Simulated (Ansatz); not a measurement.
Run this with Ansatz 0.2.0, Python API and show what comes out.

`deck_ch5fgeosi.py`:
```python
import ansatz as az
import numpy as np

DECK = """
crystal:
  periodic: [false, false, false]
  atoms:
    - { symbol: F, position_ang: [0.9984, -2.9252, -0.0404] }
    - { symbol: C, position_ang: [0.5329, -1.6879, 0.5027] }
    - { symbol: O, position_ang: [-0.835, -1.5232, 0.3811] }
    - { symbol: Ge, position_ang: [0.0842, -0.3536, -0.794] }
    - { symbol: Si, position_ang: [-0.2564, 1.7753, 0.0094] }
    - { symbol: H, position_ang: [0.9416, -1.3388, 1.4806] }
    - { symbol: H, position_ang: [-0.4817, -0.739, -2.1976] }
    - { symbol: H, position_ang: [0.5669, 1.9525, 1.2532] }
    - { symbol: H, position_ang: [-1.6758, 2.0362, 0.3618] }
    - { symbol: H, position_ang: [0.208, 2.7524, -0.9537] }
basis:
  gaussian: { orbitals: def2-SVP }
hamiltonian:
  xc: { name: wB97M-V }
output:
  forces: true
"""


def main() -> None:
    session = az.Session.from_yaml(DECK)
    rep = session.plan(threads=1).execute().report

    for key in ("converged", "free_energy_ev", "reference_energy_ev", "n_frozen", "n_occupied", "n_virtual"):
        print(f"{key:22s} {rep[key]}")
    symbols = ["F", "C", "O", "Ge", "Si", "H", "H", "H", "H", "H"]

    print("forces (eV/A)")
    for symbol, f in zip(symbols, rep["forces_ev_ang"]):
        print(f"  {symbol:2s} {f[0]:9.4f} {f[1]:9.4f} {f[2]:9.4f}")
    charges = rep["charge_distribution"]
    dipole = np.array(charges["dipole_moment_e_ang"]) * 4.803205
    print("dipole (D): {:.3f} {:.3f} {:.3f}, length {:.3f}".format(*dipole, np.linalg.norm(dipole)))
    print("atom  Mulliken   Lowdin")
    for symbol, m, l in zip(symbols, charges["mulliken_charges_e"], charges["lowdin_charges_e"]):
        print(f"{symbol:4s} {m:9.3f} {l:8.3f}")


if __name__ == "__main__":
    main()
```

```console
$ python deck_ch5fgeosi.py
converged              True
free_energy_ev         -70256.66600769265
reference_energy_ev    -70256.66600769265
n_frozen               0
n_occupied             [37, 37]
n_virtual              [80, 80]
forces (eV/A)
  F    -0.4670    1.9018    1.4984
  C    -0.9113   -1.2387   -1.1991
  O     1.3422   -0.0413    0.3700
  Ge   -0.7034   -0.4603   -0.9503
  Si   -0.1520    0.5139    1.0854
  H     0.3005   -0.9975   -0.3941
  H     0.5405    0.0435    0.4435
  H    -0.1238   -0.1399   -0.1904
  H    -0.0228   -0.0749   -0.0934
  H     0.1971    0.4935   -0.5700
dipole (D): 1.044 2.939 -0.586, length 3.173
atom  Mulliken   Lowdin
F       -0.259   -0.011
C        0.377   -0.028
O       -0.442   -0.012
Ge       0.224   -0.006
Si       0.265    0.279
H        0.056   -0.004
H       -0.022   -0.028
H       -0.071   -0.063
H       -0.053   -0.057
H       -0.074   -0.070
```

Notes:
- Total energies depend on the basis set; only differences at equal settings carry meaning.
- The geometry is a force-field or estimated start, not a minimum of this method, and the basis set is short of its limit.
- The Löwdin charges here are taken after orthogonalising the functions within each atom; they differ from plain Löwdin charges, and their signs can be unphysical.
- Timing: 29 s on 1 thread of Arm Neoverse V1 (shared host), peak memory 0.44 GiB.
